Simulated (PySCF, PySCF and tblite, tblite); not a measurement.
# C₂H₆BCl₂N: a path driven as rotation about a bond, and NMR exchange

How fast is rotation about a bond in C₂H₆BCl₂N (`CN(C)B(Cl)Cl`), and when do the exchanging lines merge?

Computed with tblite 0.8.0 (tight binding) and PySCF 2.14.0 (DFT, with response routines of our own); each step states its level. Atoms count from 0 throughout.

### 1 The starting structure

12 atoms, charge 0, multiplicity 1; geometry from: force field or distance geometry start.

Bonds of the start (Å): B3–Cl4 1.85, B3–Cl5 1.84, C0–H6 1.11, C0–H7 1.11, C0–H8 1.11, C0–N1 1.45, C2–H10 1.12, C2–H11 1.12, C2–H9 1.10, N1–B3 1.55, N1–C2 1.47.

### 2 GFN2-xTB relaxation, start minimum

Job settings and geometry (Å):

```
{"job": {"xc": "GFN2-xTB", "basis": "xTB", "kind": "relax"}, "charge": 0, "multiplicity": 1}
C     -1.312100     0.392700     0.314300
N      0.018800    -0.035500     0.710700
C      0.372100    -1.309900     0.058800
B      1.096700     1.030000     0.391400
Cl     2.786400     0.845800     1.127600
Cl     0.738200     2.513400    -0.644800
H     -2.073000    -0.355900     0.625500
H     -1.385800     0.535700    -0.783600
H     -1.582600     1.345000     0.824200
H      1.340700    -1.685100     0.420100
H     -0.393900    -2.085400     0.304800
H      0.395900    -1.191300    -1.050100
```

Launch:

```
> OMP_NUM_THREADS=1 python ens_run.py task.json out
```

The driver reads the study from task.json and runs its stages one after another.

Log:

```text
step      E/eV     max force
  0    -562.07414    3.304
  1    -562.34799    2.058
  2    -562.58954    2.262
  3    -562.65740    0.678
  4    -562.69260    0.448
  5    -562.71697    0.500
  6    -562.76625    0.771
  7    -562.79838    0.693
  8    -562.83465    0.622
  9    -562.87533    0.793
 10    -562.93059    0.792
 11    -562.97756    0.717
 12    -563.01985    0.606
 13    -563.04651    0.447
 14    -563.06377    0.436
 15    -563.08276    0.415
 16    -563.09711    0.345
 17    -563.10642    0.290
 18    -563.11445    0.250
 19    -563.12427    0.354
 20    -563.13595    0.495
 21    -563.15143    0.487
 22    -563.16691    0.365
 23    -563.18286    0.378
 24    -563.19813    0.362
 25    -563.21295    0.494
 26    -563.22605    0.426
 27    -563.23569    0.233
 28    -563.24013    0.172
 29    -563.24193    0.191
 30    -563.24379    0.155
 31    -563.24628    0.090
 32    -563.24804    0.091
 33    -563.24916    0.077
 34    -563.24997    0.081
 35    -563.25081    0.074
 36    -563.25171    0.100
 37    -563.25272    0.106
 38    -563.25390    0.110
 39    -563.25524    0.104
 40    -563.25636    0.080
 41    -563.25704    0.060
 42    -563.25753    0.058
 43    -563.25819    0.088
 44    -563.25932    0.115
 45    -563.26101    0.142
 46    -563.26294    0.118
 47    -563.26480    0.109
 48    -563.26685    0.125
 49    -563.26923    0.148
 50    -563.27180    0.164
 51    -563.27427    0.123
 52    -563.27631    0.144
 53    -563.27746    0.141
 54    -563.27926    0.114
 55    -563.28040    0.064
 56    -563.28123    0.039
 57    -563.28139    0.028
 58    -563.28155    0.021
 59    -563.28165    0.020
 60    -563.28173    0.021
 61    -563.28178    0.017
 62    -563.28181    0.014
 63    -563.28183    0.010
 64    -563.28184    0.010
 65    -563.28186    0.009
 66    -563.28187    0.011
 67    -563.28188    0.009
 68    -563.28190    0.009
 69    -563.28191    0.010
 70    -563.28192    0.010
 71    -563.28192    0.008
 72    -563.28193    0.005
 73    -563.28193    0.005
 74    -563.28194    0.004
 75    -563.28194    0.004
 76    -563.28194    0.005
 77    -563.28194    0.009
 78    -563.28195    0.011
 79    -563.28196    0.009
 80    -563.28197    0.008
 81    -563.28198    0.008
 82    -563.28199    0.013
 83    -563.28201    0.019
 84    -563.28203    0.020
 85    -563.28206    0.013
 86    -563.28207    0.011
 87    -563.28208    0.009
 88    -563.28209    0.008
 89    -563.28209    0.006
 90    -563.28209    0.001
```

Wall time 0.49 s (1 thread of Arm Neoverse V1, shared host).

The energy fell by 1.208 eV, and the atoms moved 0.58 Å (root mean square).

### 3 Relaxed scan, rotation

Job settings and geometry (Å):

```
{"job": {"xc": "GFN2-xTB", "basis": "xTB", "coordinate": [["t", [4, 3, 1, 0], 0.25], ["t", [4, 3, 1, 2], 0.25], ["t", [5, 3, 1, 0], 0.25], ["t", [5, 3, 1, 2], 0.25]], "kind": "drive"}, "charge": 0, "multiplicity": 1}
C     -1.301838     0.403602     0.042269
N      0.106701     0.104931     0.221848
C      0.377767    -1.313343     0.078821
B      1.074692     1.057552     0.496224
Cl     2.748904     0.609233     0.696932
Cl     0.659645     2.744959     0.652538
H     -1.892777    -0.135891     0.785682
H     -1.622976     0.090779    -0.953681
H     -1.474993     1.469904     0.154258
H      1.437420    -1.507116     0.217378
H     -0.190090    -1.876056     0.823041
H      0.078743    -1.649240    -0.916532
```

Log:

```text
point  coordinate     E/eV
  0    -75.800     -563.24062
  1    -61.500     -563.11693
  2    -47.100     -562.91727
  3    -32.300     -562.66455
  4    -16.800     -562.40994
  5     -0.100     -562.26853
  6     16.900     -562.41030
  7     32.300     -562.66492
  8     47.100     -562.91771
  9     61.500     -563.11713
 10     75.800     -563.24064
 11     90.000     -563.28194
```

It took 1.3 s on 1 thread of Arm Neoverse V1, shared host.

The highest point is number 5, 22.4 kcal/mol above the first.

### 4 Nudged elastic band, leg 1

Changed since step 3:

```diff
@@ -1,2 +1,2 @@
-{"job": {"xc": "GFN2-xTB", "basis": "xTB", "coordinate": [["t", [4, 3, 1, 0], 0.25], ["t", [4, 3, 1, 2], 0.25], ["t", [5, 3, 1, 0], 0.25], ["t", [5, 3, 1, 2], 0.25]], "kind": "drive"}, "charge": 0, "multiplicity": 1}
+{"job": {"xc": "GFN2-xTB", "basis": "xTB", "kind": "neb"}, "charge": 0, "multiplicity": 1}
 C     -1.301838     0.403602     0.042269
```

Log:

```text
image   E - E0 / eV
  0       0.0000
  1       0.2188
  2       0.7267
  3       1.0133
  4       0.5523
  5       0.1028
  6       0.0000
```

Run time: 2.4 s. Hardware: 1 thread of Arm Neoverse V1, shared host.

The highest point is number 3, 23.4 kcal/mol above the first.

### 5 Saddle search, leg 1

Job settings and geometry (Å):

```
{"job": {"xc": "GFN2-xTB", "basis": "xTB", "kind": "saddle"}, "charge": 0, "multiplicity": 1}
C     -1.228115     0.419463    -0.495190
N      0.087495     0.080219     0.012204
C      0.294381    -1.338840     0.227334
B      1.081103     1.062145     0.306000
Cl     2.248708     1.554006    -0.877453
Cl     1.181270     1.823529     1.861462
H     -2.000509    -0.073700     0.100901
H     -1.331879     0.101450    -1.539480
H     -1.377888     1.495266    -0.442659
H      1.345917    -1.532030     0.425933
H     -0.294788    -1.691811     1.082514
H     -0.005696    -1.899697    -0.661566
```

Log:

```text
step      E/eV     max force
  0    -562.26878   0.0373
  1    -562.27186   0.1189
  2    -562.26945   0.0318
  3    -562.27253   0.0656
  4    -562.27062   0.0219
  5    -562.27254   0.0220
  6    -562.27536   0.0352
  7    -562.27829   0.0674
  8    -562.28158   0.0796
  9    -562.28524   0.0835
 10    -562.28924   0.0852
 11    -562.29294   0.0582
 12    -562.29843   0.0987
 13    -562.30437   0.0718
 14    -562.30829   0.2206
 15    -562.30744   0.0254
 16    -562.31035   0.0375
 17    -562.31261   0.0479
 18    -562.31377   0.0727
 19    -562.31412   0.0197
 20    -562.31387   0.0723
 21    -562.31424   0.0071
 22    -562.31424   0.0000
lowest wavenumbers (cm-1): -123.1 109.4 138.9 184.9 200.8 220.7
```

It took 3.2 s on 1 thread of Arm Neoverse V1, shared host.

Point group Cs; 1 imaginary mode, 123i cm⁻¹, carried by C0, C2, Cl5, Cl4. Steps downhill from it reached both ends.

### 6 Saddle search, other pyramid

Job settings and geometry (Å):

```
{"job": {"xc": "GFN2-xTB", "basis": "xTB", "kind": "saddle"}, "charge": 0, "multiplicity": 1}
C      0.772918    -1.234439    -0.634555
N      0.190657     0.055666    -0.292300
C     -0.755890     0.516924    -1.298198
B      1.056363     1.041868     0.316034
Cl     2.299717     1.777971    -0.605522
Cl     0.887295     1.524761     1.979796
H      1.373073    -1.190668    -1.552878
H     -0.035668    -1.952568    -0.774504
H      1.405685    -1.572180     0.183322
H     -1.222168     1.438927    -0.957825
H     -0.276892     0.698886    -2.269194
H     -1.527439    -0.243715    -1.421570
```

Log:

```text
step      E/eV     max force
  0    -562.29695   0.4021
  1    -562.31419   0.0317
  2    -562.31422   0.0116
  3    -562.31423   0.0063
  4    -562.31424   0.0020
lowest wavenumbers (cm-1): -123.1 109.5 138.9 184.9 200.7 220.7
```

Run time: 1.7 s. Hardware: 1 thread of Arm Neoverse V1, shared host.

Point group Cs; 1 imaginary mode, 123i cm⁻¹, carried by C2, C0, Cl4, Cl5. Steps downhill from it reached both ends.

### 7 Shieldings, start: BP86/pcSseg-1

Job settings and geometry (Å):

```
{"job": {"kind": "nmr", "xc": "BP86", "basis": "pcSseg-1", "pop": false}, "charge": 0, "multiplicity": 1}
C     -1.301838     0.403602     0.042269
N      0.106701     0.104931     0.221848
C      0.377767    -1.313343     0.078821
B      1.074692     1.057552     0.496224
Cl     2.748904     0.609233     0.696932
Cl     0.659645     2.744959     0.652538
H     -1.892777    -0.135891     0.785682
H     -1.622976     0.090779    -0.953681
H     -1.474993     1.469904     0.154258
H      1.437420    -1.507116     0.217378
H     -0.190090    -1.876056     0.823041
H      0.078743    -1.649240    -0.916532
```

Log:

```text
coarse grid: 11288 points
cycle   1  E = -1079.9016964860  dE =  5.275e-01  |g| = 4.035e-01  |ddm| = 3.016e+00
cycle   2  E = -1079.8662945547  dE =  3.540e-02  |g| = 5.687e-01  |ddm| = 8.624e-01
cycle   3  E = -1079.9394811006  dE = -7.319e-02  |g| = 1.579e-01  |ddm| = 5.254e-01
cycle   4  E = -1079.9451671461  dE = -5.686e-03  |g| = 4.022e-02  |ddm| = 1.520e-01
cycle   5  E = -1079.9454277085  dE = -2.606e-04  |g| = 1.241e-02  |ddm| = 2.775e-02
cycle   6  E = -1079.9454621161  dE = -3.441e-05  |g| = 2.260e-03  |ddm| = 1.155e-02
cycle   7  E = -1079.9454631989  dE = -1.083e-06  |g| = 1.075e-03  |ddm| = 2.894e-03
final grid: 100344 points
cycle   8  E = -1079.9804681783  dE = -4.120e-05  |g| = 6.811e-03  |ddm| = 2.433e-02
cycle   9  E = -1079.9804596481  dE =  8.530e-06  |g| = 8.120e-03  |ddm| = 1.159e-02
cycle  10  E = -1079.9804763705  dE = -1.672e-05  |g| = 1.495e-03  |ddm| = 7.511e-03
cycle  11  E = -1079.9804769309  dE = -5.604e-07  |g| = 4.635e-04  |ddm| = 1.635e-03
cycle  12  E = -1079.9804769778  dE = -4.691e-08  |g| = 1.439e-04  |ddm| = 4.472e-04
cycle  13  E = -1079.9804769819  dE = -4.059e-09  |g| = 2.802e-05  |ddm| = 1.141e-04
cycle  14  E = -1079.9804769821  dE = -1.778e-10  |g| = 8.755e-06  |ddm| = 2.758e-05
converged SCF energy = -1079.9804769821

GIAO shielding tensors (ppm)
atom      isotropic    diamagn.    paramagn.     s11        s22        s33       span
  0 C      138.809     246.394    -107.585    116.887    120.389    179.150     62.264
  1 N      140.799     323.333    -182.533     39.649    183.796    198.953    159.304
  2 C      138.800     246.379    -107.579    116.886    120.374    179.141     62.256
  3 B       66.515     194.516    -128.001     47.561     72.938     79.047     31.485
  4 Cl     808.530    1148.302    -339.771    637.930    890.503    897.158    259.227
  5 Cl     808.558    1148.306    -339.748    637.938    890.501    897.235    259.296
  6 H       29.065      29.440      -0.375     25.323     26.435     35.436     10.114
  7 H       29.066      29.845      -0.779     25.324     26.438     35.437     10.113
  8 H       27.457      29.934      -2.476     21.309     29.916     31.147      9.838
  9 H       27.455      29.924      -2.469     21.306     29.916     31.144      9.839
 10 H       29.064      29.431      -0.367     25.322     26.435     35.436     10.114
 11 H       29.065      29.836      -0.770     25.324     26.436     35.436     10.112
```

Wall time 18 s (1 thread of Arm Neoverse V1, shared host); peak memory 0.58 GiB.

This run: HOMO -6.37 eV, LUMO -0.61 eV; dipole 3.33 D.

### 8 Shieldings, saddle of leg 1: BP86/pcSseg-1

Job settings and geometry (Å):

```
{"job": {"kind": "nmr", "xc": "BP86", "basis": "pcSseg-1", "pop": false}, "charge": 0, "multiplicity": 1}
C     -1.199699     0.425200    -0.517897
N      0.190657     0.055666    -0.292300
C      0.329095    -1.326181     0.145736
B      1.056363     1.041868     0.316034
Cl     2.299717     1.777971    -0.605522
Cl     0.887295     1.524761     1.979796
H     -1.796479     0.385273     0.402797
H     -1.626998    -0.264576    -1.246409
H     -1.243012     1.434440    -0.921562
H      1.385181    -1.576281     0.219823
H     -0.147063    -1.504907     1.118727
H     -0.135057    -1.973235    -0.599223
```

Log:

```text
coarse grid: 11288 points
cycle   1  E = -1079.8508867529  dE =  5.293e-01  |g| = 4.653e-01  |ddm| = 3.060e+00
cycle   2  E = -1079.7737958625  dE =  7.709e-02  |g| = 7.486e-01  |ddm| = 1.355e+00
cycle   3  E = -1079.9051240215  dE = -1.313e-01  |g| = 1.145e-01  |ddm| = 9.212e-01
cycle   4  E = -1079.9077579252  dE = -2.634e-03  |g| = 3.862e-02  |ddm| = 1.370e-01
cycle   5  E = -1079.9079954305  dE = -2.375e-04  |g| = 1.390e-02  |ddm| = 3.961e-02
cycle   6  E = -1079.9080422528  dE = -4.682e-05  |g| = 2.766e-03  |ddm| = 1.523e-02
cycle   7  E = -1079.9080439955  dE = -1.743e-06  |g| = 1.272e-03  |ddm| = 3.539e-03
final grid: 100344 points
cycle   8  E = -1079.9423969322  dE = -3.536e-05  |g| = 7.654e-03  |ddm| = 2.302e-02
cycle   9  E = -1079.9423777825  dE =  1.915e-05  |g| = 1.079e-02  |ddm| = 1.644e-02
cycle  10  E = -1079.9424083170  dE = -3.053e-05  |g| = 2.030e-03  |ddm| = 1.189e-02
cycle  11  E = -1079.9424090424  dE = -7.255e-07  |g| = 8.208e-04  |ddm| = 2.572e-03
cycle  12  E = -1079.9424091244  dE = -8.201e-08  |g| = 9.155e-05  |ddm| = 6.872e-04
cycle  13  E = -1079.9424091264  dE = -1.949e-09  |g| = 1.010e-05  |ddm| = 1.158e-04
cycle  14  E = -1079.9424091264  dE = -2.319e-11  |g| = 4.228e-06  |ddm| = 1.298e-05
converged SCF energy = -1079.9424091264

GIAO shielding tensors (ppm)
atom      isotropic    diamagn.    paramagn.     s11        s22        s33       span
  0 C      139.851     246.503    -106.652    109.517    128.964    181.074     71.557
  1 N      210.116     323.734    -113.618    168.404    226.106    235.838     67.435
  2 C      139.854     246.506    -106.652    109.527    128.968    181.069     71.542
  3 B       47.474     195.855    -148.381     23.474     45.986     72.963     49.489
  4 Cl     634.956    1147.871    -512.915    356.937    772.346    775.585    418.648
  5 Cl     653.157    1148.090    -494.933    314.801    754.571    890.099    575.298
  6 H       29.201      29.842      -0.641     24.546     28.033     35.025     10.479
  7 H       29.220      29.845      -0.625     24.904     26.998     35.757     10.853
  8 H       29.059      29.568      -0.509     24.705     26.987     35.484     10.779
  9 H       29.059      29.569      -0.510     24.706     26.988     35.483     10.778
 10 H       29.202      29.844      -0.642     24.546     28.032     35.027     10.480
 11 H       29.220      29.846      -0.626     24.903     26.998     35.758     10.855
```

Run time: 18 s. Hardware: 1 thread of Arm Neoverse V1, shared host; peak memory 0.63 GiB.

Key values: HOMO -5.25 eV, LUMO -2.26 eV; dipole 1.74 D.

### 9 Barriers, rates and exchange

Job settings and geometry (Å):

```
{"job": {"smiles": "CN(C)B(Cl)Cl", "charge": 0, "mult": 1, "motion": "rotation", "what": "aminoborane", "atoms": [3, 1], "drives": [{"terms": [["t", [4, 3, 1, 0], 0.25], ["t", [4, 3, 1, 2], 0.25], ["t", [5, 3, 1, 0], 0.25], ["t", [5, 3, 1, 2], 0.25]], "by": 180, "n": 12}], "flip": [3, 1], "study": "path", "level": {"kind": "nmr", "xc": "BP86", "basis": "pcSseg-1"}, "fields": [100, 250, 400], "first": 5, "seed": 26, "kind": "path"}, "charge": 0, "multiplicity": 1}
C     -1.301838     0.403602     0.042269
N      0.106701     0.104931     0.221848
C      0.377767    -1.313343     0.078821
B      1.074692     1.057552     0.496224
Cl     2.748904     0.609233     0.696932
Cl     0.659645     2.744959     0.652538
H     -1.892777    -0.135891     0.785682
H     -1.622976     0.090779    -0.953681
H     -1.474993     1.469904     0.154258
H      1.437420    -1.507116     0.217378
H     -0.190090    -1.876056     0.823041
H      0.078743    -1.649240    -0.916532
```

Log:

```text
stationary points (kcal/mol above the start)
  n  kind          group   xTB      DFT    lowest mode
  0  minimum      C2v      0.00     0.00      95.2
  1  saddle       Cs      22.32    23.84    -123.1
  2  minimum      C2v      0.00     0.00      95.0

GFN2-xTB energies: T/K, barrier G, reaction G (kcal/mol), k forward, k back (1/s)
 150.00    21.26    -0.00   1.31e-18    1.3e-18
 200.00    21.30    -0.00   8.77e-11   8.71e-11
 250.00    21.36    -0.00   4.44e-06   4.41e-06
 298.15    21.43    -0.00     0.0049    0.00487
 350.00    21.51    -0.00       1.08       1.08
 400.00    21.60    -0.00       52.9       52.5
 500.00    21.80    -0.01   1.23e+04   1.23e+04

BP86/pcSseg-1 + D3(BJ) energies: T/K, barrier G, reaction G (kcal/mol), k forward, k back (1/s)
 150.00    22.78    -0.00   7.96e-21   7.89e-21
 200.00    22.82    -0.00   1.91e-12   1.89e-12
 250.00    22.88    -0.00   2.08e-07   2.06e-07
 298.15    22.95    -0.00   0.000377   0.000374
 350.00    23.03    -0.01      0.122      0.121
 400.00    23.12    -0.01        7.8       7.74
 500.00    23.32    -0.01   2.67e+03   2.65e+03
```

Run time: 48 s. Hardware: 1 thread of Arm Neoverse V1, shared host; peak memory 0.63 GiB. This counts the whole study up to here.

Barriers by level (kcal/mol; entropies in cal/(mol K)). Zero-point and thermal terms come from xTB in every row. ΔG‡ leaves symmetry out; the rate counts equivalent paths (a factor of 4); effective ΔG‡, where given, is the barrier that would give that rate by Eyring's equation alone:

| level | ΔE‡ | with zero-point | ΔH‡ | ΔS‡ | ΔG‡ (298 K) | ΔE of reaction | k at 298 K (1/s) | effective ΔG‡ |
| --- | --- | --- | --- | --- | --- | --- | --- | --- |
| GFN2-xTB | 22.32 | 21.22 | 20.93 | -1.6 | 21.43 | 0.00 | 0.0049 | 20.60 |
| BP86/pcSseg-1 + D3(BJ) | 23.84 | 22.74 | 22.45 | -1.6 | 22.95 | 0.00 | 0.00038 | 22.12 |

### 10 Outcome

| quantity | value |
| --- | --- |
| barrier (BP86/pcSseg-1 + D3(BJ)) | ΔE‡ 23.8, ΔG‡(298 K) 22.9 kcal/mol |
| barrier (GFN2-xTB) | ΔE‡ 22.3 kcal/mol |
| rate at 298 K | 0.00038 s⁻¹ |
| end of the path | the start, renumbered or mirrored |

**Reading.** The barrier is 23.8 kcal/mol at the DFT level (xTB: 22.3); with thermal terms and the count of paths the DFT value gives a rate of 0.00038 s⁻¹ at 298 K. An error of 1.4 kcal/mol changes that rate tenfold. No two sites that the motion interchanges differ enough in shielding to show exchange.
